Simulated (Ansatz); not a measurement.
# CH7ClSi (built from SMILES C[SiH2]Cl.[H][H]): search for a transition state, part 3 of 3

Ansatz 0.2.0, Gaussian basis; PBE0-D4. Earlier steps stand in the parts before.

**7. Relaxing after a step of 0.30 Å one way along the mode**

Contents of downa/in.yaml:

```yaml
crystal:
  periodic: [false, false, false]
  atoms:
    - {symbol: Si, position_ang: [-0.596561, 0.731745, -0.341667]}
    - {symbol: C, position_ang: [0.763100, -0.786706, 0.646101]}
    - {symbol: H, position_ang: [-1.265553, 0.832993, 0.985476]}
    - {symbol: H, position_ang: [0.712608, 1.453956, -0.638472]}
    - {symbol: Cl, position_ang: [-1.892093, 1.803544, -1.604623]}
    - {symbol: H, position_ang: [0.075463, -0.752970, -0.407848]}
    - {symbol: H, position_ang: [-0.836669, -0.486100, -1.280065]}
    - {symbol: H, position_ang: [1.132304, -0.065463, 1.409500]}
    - {symbol: H, position_ang: [1.601003, -1.114156, 0.071781]}
    - {symbol: H, position_ang: [0.306198, -1.616844, 1.159819]}
basis:
  gaussian: {orbitals: def2-TZVP}
hamiltonian: {xc: pbe0, dispersion: d4}
relax: {f_tol: 0.005, max_steps: 200}
```

Run with:

```sh
> ansatz run in.yaml --threads 4 --pin off --events-out ev --progress --plain --max-ram 9574MiB
```

The log of the run:

```text
Functional definition: PBE0
  name "PBE0"
  cite "Adamo & Barone, J. Chem. Phys. 110, 6158 (1999) doi:10.1063/1.478522"
  cite "Perdew, Burke & Ernzerhof, Phys. Rev. Lett. 77, 3865 (1996) doi:10.1103/PhysRevLett.77.3865"
  parent pbe
  parameter a = 0.25
  parameter kappa = 0.804
  parameter beta = 0.06672455060314922
  exchange = (1 - a)*pbe_x(kappa = kappa, mu = beta*pi^2/3) + a*exact_x
  correlation = pbe_c(beta = beta)
1024 factors; their error is unknown
mean field evaluation 1: about -21537.5875 eV, gradient 4.6e1 eV
mean field evaluation 2: about -21535.9671 eV, gradient 4.9e1 eV
mean field evaluation 4: about -21542.2355 eV, gradient 1.9e0 eV
mean field evaluation 8: about -21542.2421 eV, gradient 5.7e-2 eV
mean field evaluation 16: about -21542.3059 eV, gradient 4.1e-5 eV
mean field -21542.30586566 eV, -791.6651386635 hartree, gradient 4.1e-5 eV, S^2 0.000000; 0 other end points of the search recorded, 0 dependent functions left out
the calculation of the forces begins
reference -21542.30589597 eV, -791.6651397774 hartree; 22, 22 occupied and 125, 125 virtual orbitals, 1024 factors
relax step   1: F+E_penalty+E_count = -21542.45300922 eV  Δ(F+E_penalty+E_count) = +0.000e0 eV  max|allowed force component| = 2.356e0 eV/Å  Δτ_max = 0.0000 Å  (26 SCF iters, accepted)
these checks for a lower state are left out or cut short: starts, cluster_reference, orbital_swaps, neighbouring_geometries, increment
1024 factors; their error is unknown
mean field -21543.26513427 eV, -791.7003911347 hartree, gradient 1.4e-5 eV, S^2 0.000000; 0 other end points of the search recorded, 0 dependent functions left out
the calculation of the forces begins
reference -21543.26516510 eV, -791.7003922680 hartree; 22, 22 occupied and 125, 125 virtual orbitals, 1024 factors
relax step   2: F+E_penalty+E_count = -21543.40843981 eV  Δ(F+E_penalty+E_count) = -9.554e-1 eV  max|allowed force component| = 2.217e0 eV/Å  Δτ_max = 0.1995 Å  (27 SCF iters, accepted)
these checks for a lower state are left out or cut short: starts, cluster_reference, orbital_swaps, neighbouring_geometries, increment
1024 factors; their error is unknown
mean field evaluation 32: about -21543.9593 eV, gradient 2.5e-5 eV
mean field -21543.95930625 eV, -791.7259014844 hartree, gradient 2.5e-5 eV, S^2 0.000000; 0 other end points of the search recorded, 0 dependent functions left out
the calculation of the forces begins
reference -21543.95933720 eV, -791.7259026220 hartree; 22, 22 occupied and 125, 125 virtual orbitals, 1024 factors
relax step   3: F+E_penalty+E_count = -21544.09969119 eV  Δ(F+E_penalty+E_count) = -6.913e-1 eV  max|allowed force component| = 2.186e0 eV/Å  Δτ_max = 0.1945 Å  (32 SCF iters, accepted)
[... from here on, the SCF cycles and remarks between the steps are left out ...]
relax step   4: F+E_penalty+E_count = -21544.58658270 eV  Δ(F+E_penalty+E_count) = -4.869e-1 eV  max|allowed force component| = 5.155e-1 eV/Å  Δτ_max = 0.1943 Å  (27 SCF iters, accepted)
relax step   5: F+E_penalty+E_count = -21544.77094988 eV  Δ(F+E_penalty+E_count) = -1.844e-1 eV  max|allowed force component| = 1.021e-1 eV/Å  Δτ_max = 0.2000 Å  (28 SCF iters, accepted)
relax step   6: F+E_penalty+E_count = -21544.81260961 eV  Δ(F+E_penalty+E_count) = -4.166e-2 eV  max|allowed force component| = 7.512e-2 eV/Å  Δτ_max = 0.2000 Å  (27 SCF iters, accepted)
relax step   7: F+E_penalty+E_count = -21544.79213710 eV  Δ(F+E_penalty+E_count) = +2.047e-2 eV  max|allowed force component| = 5.191e-1 eV/Å  Δτ_max = 0.1216 Å  (27 SCF iters, rejected (line search))
relax step   8: F+E_penalty+E_count = -21544.81723590 eV  Δ(F+E_penalty+E_count) = -4.626e-3 eV  max|allowed force component| = 5.691e-2 eV/Å  Δτ_max = 0.0608 Å  (27 SCF iters, accepted)
relax step   9: F+E_penalty+E_count = -21544.81951157 eV  Δ(F+E_penalty+E_count) = -2.276e-3 eV  max|allowed force component| = 1.956e-2 eV/Å  Δτ_max = 0.0694 Å  (27 SCF iters, accepted)
relax step  10: F+E_penalty+E_count = -21544.82014706 eV  Δ(F+E_penalty+E_count) = -6.355e-4 eV  max|allowed force component| = 8.782e-2 eV/Å  Δτ_max = 0.0753 Å  (27 SCF iters, accepted)
relax step  11: F+E_penalty+E_count = -21544.82073247 eV  Δ(F+E_penalty+E_count) = -5.854e-4 eV  max|allowed force component| = 2.584e-2 eV/Å  Δτ_max = 0.0322 Å  (27 SCF iters, accepted)
relax step  12: F+E_penalty+E_count = -21544.82085000 eV  Δ(F+E_penalty+E_count) = -1.175e-4 eV  max|allowed force component| = 1.273e-2 eV/Å  Δτ_max = 0.0257 Å  (27 SCF iters, accepted)
relax step  13: F+E_penalty+E_count = -21544.82090419 eV  Δ(F+E_penalty+E_count) = -5.419e-5 eV  max|allowed force component| = 7.032e-3 eV/Å  Δτ_max = 0.0133 Å  (28 SCF iters, accepted)
relax step  14: F+E_penalty+E_count = -21544.82091642 eV  Δ(F+E_penalty+E_count) = -1.224e-5 eV  max|allowed force component| = 2.745e-3 eV/Å  Δτ_max = 0.0076 Å  (28 SCF iters, accepted)
relax step  15: F+E_penalty+E_count = -21544.82093763 eV  Δ(F+E_penalty+E_count) = -2.121e-5 eV  max|allowed force component| = 8.686e-3 eV/Å  Δτ_max = 0.0156 Å  (27 SCF iters, accepted)
relax step  16: F+E_penalty+E_count = -21544.82096083 eV  Δ(F+E_penalty+E_count) = -2.320e-5 eV  max|allowed force component| = 1.891e-2 eV/Å  Δτ_max = 0.0190 Å  (27 SCF iters, accepted)
relax step  17: F+E_penalty+E_count = -21544.82098994 eV  Δ(F+E_penalty+E_count) = -2.911e-5 eV  max|allowed force component| = 3.014e-2 eV/Å  Δτ_max = 0.0199 Å  (27 SCF iters, accepted)
relax step  18: F+E_penalty+E_count = -21544.82102594 eV  Δ(F+E_penalty+E_count) = -3.600e-5 eV  max|allowed force component| = 3.812e-2 eV/Å  Δτ_max = 0.0179 Å  (27 SCF iters, accepted)
relax step  19: F+E_penalty+E_count = -21544.82107842 eV  Δ(F+E_penalty+E_count) = -5.248e-5 eV  max|allowed force component| = 4.647e-2 eV/Å  Δτ_max = 0.0244 Å  (27 SCF iters, accepted)
relax step  20: F+E_penalty+E_count = -21544.82115341 eV  Δ(F+E_penalty+E_count) = -7.499e-5 eV  max|allowed force component| = 4.756e-2 eV/Å  Δτ_max = 0.0223 Å  (27 SCF iters, accepted)
relax step  21: F+E_penalty+E_count = -21544.82123407 eV  Δ(F+E_penalty+E_count) = -8.066e-5 eV  max|allowed force component| = 6.599e-2 eV/Å  Δτ_max = 0.0423 Å  (27 SCF iters, accepted)
relax step  22: F+E_penalty+E_count = -21544.82133458 eV  Δ(F+E_penalty+E_count) = -1.005e-4 eV  max|allowed force component| = 5.794e-2 eV/Å  Δτ_max = 0.0166 Å  (27 SCF iters, accepted)
relax step  23: F+E_penalty+E_count = -21544.82157753 eV  Δ(F+E_penalty+E_count) = -2.429e-4 eV  max|allowed force component| = 5.305e-2 eV/Å  Δτ_max = 0.0451 Å  (27 SCF iters, accepted)
relax step  24: F+E_penalty+E_count = -21544.82167551 eV  Δ(F+E_penalty+E_count) = -9.798e-5 eV  max|allowed force component| = 8.443e-2 eV/Å  Δτ_max = 0.0558 Å  (27 SCF iters, accepted)
relax step  25: F+E_penalty+E_count = -21544.82198501 eV  Δ(F+E_penalty+E_count) = -3.095e-4 eV  max|allowed force component| = 3.913e-2 eV/Å  Δτ_max = 0.0139 Å  (28 SCF iters, accepted)
relax step  26: F+E_penalty+E_count = -21544.82224458 eV  Δ(F+E_penalty+E_count) = -2.596e-4 eV  max|allowed force component| = 9.826e-3 eV/Å  Δτ_max = 0.0354 Å  (27 SCF iters, accepted)
relax step  27: F+E_penalty+E_count = -21544.82179279 eV  Δ(F+E_penalty+E_count) = +4.518e-4 eV  max|allowed force component| = 1.532e-1 eV/Å  Δτ_max = 0.1126 Å  (26 SCF iters, rejected (line search))
relax step  28: F+E_penalty+E_count = -21544.82172029 eV  Δ(F+E_penalty+E_count) = +5.243e-4 eV  max|allowed force component| = 1.171e-1 eV/Å  Δτ_max = 0.0051 Å  (29 SCF iters, rejected (line search))
relax step  29: F+E_penalty+E_count = -21544.82227501 eV  Δ(F+E_penalty+E_count) = -3.044e-5 eV  max|allowed force component| = 3.176e-3 eV/Å  Δτ_max = 0.0025 Å  (22 SCF iters, accepted)
relax step  30: F+E_penalty+E_count = -21544.82258183 eV  Δ(F+E_penalty+E_count) = -3.068e-4 eV  max|allowed force component| = 1.982e-2 eV/Å  Δτ_max = 0.0547 Å  (26 SCF iters, accepted)
relax step  31: F+E_penalty+E_count = -21544.81783130 eV  Δ(F+E_penalty+E_count) = +4.751e-3 eV  max|allowed force component| = 3.205e-1 eV/Å  Δτ_max = 0.1468 Å  (26 SCF iters, rejected (line search))
relax step  32: F+E_penalty+E_count = -21544.82272441 eV  Δ(F+E_penalty+E_count) = -1.426e-4 eV  max|allowed force component| = 1.546e-2 eV/Å  Δτ_max = 0.0251 Å  (27 SCF iters, accepted)
relax step  33: F+E_penalty+E_count = -21544.82299321 eV  Δ(F+E_penalty+E_count) = -2.688e-4 eV  max|allowed force component| = 3.051e-2 eV/Å  Δτ_max = 0.0506 Å  (27 SCF iters, accepted)
relax step  34: F+E_penalty+E_count = -21544.82121060 eV  Δ(F+E_penalty+E_count) = +1.783e-3 eV  max|allowed force component| = 2.173e-1 eV/Å  Δτ_max = 0.1097 Å  (26 SCF iters, rejected (line search))
relax step  35: F+E_penalty+E_count = -21544.82252117 eV  Δ(F+E_penalty+E_count) = +4.720e-4 eV  max|allowed force component| = 8.935e-2 eV/Å  Δτ_max = 0.0096 Å  (28 SCF iters, rejected (line search))
relax step  36: F+E_penalty+E_count = -21544.82307906 eV  Δ(F+E_penalty+E_count) = -8.585e-5 eV  max|allowed force component| = 9.864e-3 eV/Å  Δτ_max = 0.0047 Å  (29 SCF iters, accepted)
relax step  37: F+E_penalty+E_count = -21544.82321308 eV  Δ(F+E_penalty+E_count) = -1.340e-4 eV  max|allowed force component| = 2.085e-3 eV/Å  Δτ_max = 0.0220 Å  (27 SCF iters, accepted)
relax step  38: F+E_penalty+E_count = -21544.82303055 eV  Δ(F+E_penalty+E_count) = +1.825e-4 eV  max|allowed force component| = 9.865e-2 eV/Å  Δτ_max = 0.0833 Å  (26 SCF iters, rejected (line search))
relax step  39: F+E_penalty+E_count = -21544.82341734 eV  Δ(F+E_penalty+E_count) = -2.043e-4 eV  max|allowed force component| = 1.059e-2 eV/Å  Δτ_max = 0.0407 Å  (27 SCF iters, accepted)
relax step  40: F+E_penalty+E_count = -21544.82352657 eV  Δ(F+E_penalty+E_count) = -1.092e-4 eV  max|allowed force component| = 4.084e-2 eV/Å  Δτ_max = 0.0412 Å  (27 SCF iters, accepted)
relax step  41: F+E_penalty+E_count = -21544.82366685 eV  Δ(F+E_penalty+E_count) = -1.403e-4 eV  max|allowed force component| = 2.828e-2 eV/Å  Δτ_max = 0.0179 Å  (27 SCF iters, accepted)
relax step  42: F+E_penalty+E_count = -21544.82389013 eV  Δ(F+E_penalty+E_count) = -2.233e-4 eV  max|allowed force component| = 2.410e-2 eV/Å  Δτ_max = 0.0489 Å  (27 SCF iters, accepted)
relax step  43: F+E_penalty+E_count = -21544.82356497 eV  Δ(F+E_penalty+E_count) = +3.252e-4 eV  max|allowed force component| = 9.792e-2 eV/Å  Δτ_max = 0.0766 Å  (26 SCF iters, rejected (line search))
relax step  44: F+E_penalty+E_count = -21544.82402832 eV  Δ(F+E_penalty+E_count) = -1.382e-4 eV  max|allowed force component| = 2.123e-2 eV/Å  Δτ_max = 0.0375 Å  (27 SCF iters, accepted)
relax step  45: F+E_penalty+E_count = -21544.82406731 eV  Δ(F+E_penalty+E_count) = -3.898e-5 eV  max|allowed force component| = 3.527e-2 eV/Å  Δτ_max = 0.0403 Å  (27 SCF iters, accepted)
relax step  46: F+E_penalty+E_count = -21544.82420444 eV  Δ(F+E_penalty+E_count) = -1.371e-4 eV  max|allowed force component| = 5.950e-3 eV/Å  Δτ_max = 0.0226 Å  (27 SCF iters, accepted)
relax step  47: F+E_penalty+E_count = -21544.82423926 eV  Δ(F+E_penalty+E_count) = -3.482e-5 eV  max|allowed force component| = 6.189e-3 eV/Å  Δτ_max = 0.0211 Å  (27 SCF iters, accepted)
relax step  48: F+E_penalty+E_count = -21544.82426597 eV  Δ(F+E_penalty+E_count) = -2.671e-5 eV  max|allowed force component| = 2.827e-2 eV/Å  Δτ_max = 0.0417 Å  (27 SCF iters, accepted)
relax step  49: F+E_penalty+E_count = -21544.82431412 eV  Δ(F+E_penalty+E_count) = -4.815e-5 eV  max|allowed force component| = 9.902e-3 eV/Å  Δτ_max = 0.0043 Å  (21 SCF iters, accepted)
these checks for a lower state are left out or cut short: starts, cluster_reference, orbital_swaps, neighbouring_geometries, increment
1024 factors; their error is unknown
mean field -21544.70600826 eV, -791.7533422772 hartree, gradient 2.1e-5 eV, S^2 0.000000; 0 other end points of the search recorded, 0 dependent functions left out
the calculation of the forces begins
reference -21544.70604172 eV, -791.7533435070 hartree; 22, 22 occupied and 125, 125 virtual orbitals, 1024 factors
relax step  50: F+E_penalty+E_count = -21544.82435645 eV  Δ(F+E_penalty+E_count) = -4.233e-5 eV  max|allowed force component| = 4.542e-3 eV/Å  Δτ_max = 0.0241 Å  (27 SCF iters, accepted)
1024 factors; their error is unknown
mean field -21544.70600826 eV, -791.7533422772 hartree, gradient 2.4e-5 eV, S^2 0.000000; 1 other end points of the search recorded, 0 dependent functions left out
the calculation of the forces begins
reference -21544.70604172 eV, -791.7533435070 hartree; 22, 22 occupied and 125, 125 virtual orbitals, 1024 factors
Total energy: -21544.82438991 eV, -791.7576927228 hartree
Atom 0 at    -1.125293     1.159979    -0.748606 Å, force    -0.000099    -0.000310    -0.000492 eV/Å
Atom 1 at     1.208620    -1.245010     0.798779 Å, force    -0.000921    -0.001335    -0.002837 eV/Å
Atom 2 at    -1.507721     0.894316     0.656427 Å, force    -0.000156     0.000137     0.000045 eV/Å
Atom 3 at     0.231682     1.747868    -0.816417 Å, force    -0.000415    -0.000068     0.000368 eV/Å
Atom 4 at    -2.456806     2.512182    -1.537147 Å, force    -0.000175     0.000915    -0.000719 eV/Å
Atom 5 at     1.012311    -1.462572    -0.251319 Å, force    -0.000159    -0.002046     0.004542 eV/Å
Atom 6 at    -1.193569    -0.082527    -1.550635 Å, force     0.000446    -0.000462     0.001683 eV/Å
Atom 7 at     1.582998    -0.226280     0.899047 Å, force     0.001066     0.000159     0.002807 eV/Å
Atom 8 at     1.957422    -1.941478     1.175003 Å, force    -0.003853     0.003302    -0.001730 eV/Å
Atom 9 at     0.290156    -1.356478     1.374872 Å, force     0.004266    -0.000292    -0.003668 eV/Å
Dipole moment:     0.193021    -0.196781     0.117337 e Å
```

Wall time 3 min (4 threads of Intel Xeon at 2.50GHz, shared host).

Step by step: (not every step is listed) (the energy doesn't fall at every step)

```csv
step,energy from step 1 (eV),largest force component (eV/Å)
1,0.0000,2.3558
2,-0.9554,2.2172
3,-1.6467,2.1865
4,-2.1336,0.5155
5,-2.3179,0.1021
6,-2.3596,0.0751
7,-2.3391,0.5191
8,-2.3642,0.0569
9,-2.3665,0.0196
12,-2.3678,0.0127
15,-2.3679,0.0087
18,-2.3680,0.0381
21,-2.3682,0.0660
24,-2.3687,0.0844
27,-2.3688,0.1532
30,-2.3696,0.0198
33,-2.3700,0.0305
36,-2.3701,0.0099
39,-2.3704,0.0106
42,-2.3709,0.0241
45,-2.3711,0.0353
46,-2.3712,0.0060
47,-2.3712,0.0062
48,-2.3713,0.0283
49,-2.3713,0.0099
50,-2.3713,0.0045
```

Close pairs (by a distance rule), those that changed most:

```csv
bond,before (Å),after (Å),change (Å)
Si1–H6,1.631,3.420,+1.789
C2–H6,1.259,1.090,-0.169
Si1–H7,1.556,1.480,-0.076
Si1–Cl5,2.103,2.055,-0.048
Si1–H4,1.524,1.480,-0.044
C2–H8,1.113,1.090,-0.023
C2–H9,1.067,1.090,+0.022
C2–H10,1.078,1.090,+0.012
```

**8. Relaxing after a step of 0.30 Å the other way along the mode**

Contents of downb/in.yaml:

```yaml
crystal:
  periodic: [false, false, false]
  atoms:
    - {symbol: Si, position_ang: [-0.344351, 0.733747, -0.192410]}
    - {symbol: C, position_ang: [0.768101, -0.648152, 0.657615]}
    - {symbol: H, position_ang: [-1.275369, 0.777977, 0.954043]}
    - {symbol: H, position_ang: [0.750276, 1.566489, -0.600509]}
    - {symbol: Cl, position_ang: [-1.806620, 1.699185, -1.483390]}
    - {symbol: H, position_ang: [-0.404097, -0.865673, -0.750370]}
    - {symbol: H, position_ang: [-0.756414, -0.666254, -1.287491]}
    - {symbol: H, position_ang: [1.172350, -0.039506, 1.449695]}
    - {symbol: H, position_ang: [1.651933, -1.061478, 0.100683]}
    - {symbol: H, position_ang: [0.243990, -1.496335, 1.152133]}
basis:
  gaussian: {orbitals: def2-TZVP}
hamiltonian: {xc: pbe0, dispersion: d4}
relax: {f_tol: 0.005, max_steps: 200}
```

Run with:

```sh
> ansatz run in.yaml --threads 4 --pin off --events-out ev --progress --plain --max-ram 9574MiB
```

The log of the run, cut to the lines that bear on the results:

```text
[... 5 set-up lines as earlier in the session ...]
[...]
1024 factors; their error is unknown
[...]
mean field -21541.72468647 eV, -791.6437807224 hartree, gradient 2.0e-5 eV, S^2 0.000000; 0 other end points of the search recorded, 0 dependent functions left out
[...]
Atom 6 at    -0.988239    -1.832183    -1.911069 Å, force    -0.000065    -0.000142    -0.000142 eV/Å
Atom 7 at     1.355269    -0.260126     1.580395 Å, force     0.000363    -0.000117     0.000337 eV/Å
Atom 8 at     1.313376    -0.602902    -0.158361 Å, force     0.000198    -0.000160    -0.000041 eV/Å
Atom 9 at    -0.040102    -1.093690     0.872914 Å, force    -0.000210    -0.000097     0.000093 eV/Å
Dipole moment:     0.252555    -0.135396     0.267328 e Å
```

It took 86 s on 4 threads of Intel Xeon at 2.50GHz, shared host.

The steps of the relaxation: (the energy doesn't fall at every step)

```csv
step,energy from step 1 (eV),largest force component (eV/Å)
1,0.0000,4.3464
2,-0.7256,0.9078
3,-1.2065,1.1808
4,-1.6990,0.7856
5,-2.0855,0.8213
6,-2.3679,0.5826
7,-2.5299,0.5386
8,-2.6166,0.6258
9,-2.6848,0.3166
10,-2.7154,0.1803
11,-2.7249,0.7410
12,-2.7453,0.0687
13,-2.7459,0.1524
14,-2.7469,0.0934
15,-2.7465,0.0965
16,-2.7471,0.0115
17,-2.7473,0.0109
18,-2.7476,0.2017
19,-2.7482,0.1228
20,-2.7454,0.2179
21,-2.7485,0.0025
22,-2.7485,0.0037
23,-2.7485,0.0010
```

Distances of close pairs at the start and the end, largest changes first:

```csv
bond,before (Å),after (Å),change (Å)
Si1–H6,1.695,4.621,+2.926
Si1–Cl5,2.176,2.064,-0.113
Si1–C2,1.967,1.856,-0.111
H6–H7,0.673,0.747,+0.074
Si1–H4,1.435,1.483,+0.049
C2–H9,1.123,1.092,-0.032
C2–H10,1.113,1.092,-0.021
C2–H8,1.078,1.094,+0.016
```

**9. The three structures**

```csv
pair,start side (Å),saddle (Å),end side (Å)
Si1–H7,4.022,1.689,1.480
C2–H6,3.817,1.545,1.090
Si1–C2,1.856,2.115,3.691
H6–H7,0.747,0.975,2.908
```

**10. What came out**

The summary covers parts 1 to 3.

| quantity | value |
| --- | --- |
| imaginary mode | 1328i cm⁻¹ |
| barrier from the start side | 271.3 kJ/mol |
| barrier from the end side | 290.5 kJ/mol |
| energy of the step | -19.2 kJ/mol |
| pairs that change | Si1–H7 formed, C2–H6 formed, Si1–C2 broken, H6–H7 broken |
| zero-point energy at the saddle | 1.887 eV |

**Reading.** The point has a single imaginary mode (1328i cm⁻¹), as a transition state must. The two relaxations end on the structures that were planned. At PBE0-D4/def2-TZVP the electronic barrier is 271.3 kJ/mol, about 109 kT at 298 K, and the step runs 19.2 kJ/mol downhill. The barrier is thin enough for tunnelling; the leading (Wigner) term alone is a factor of 2.7 at 298 K. The ends are the nearest minima, not always the lowest complexes.
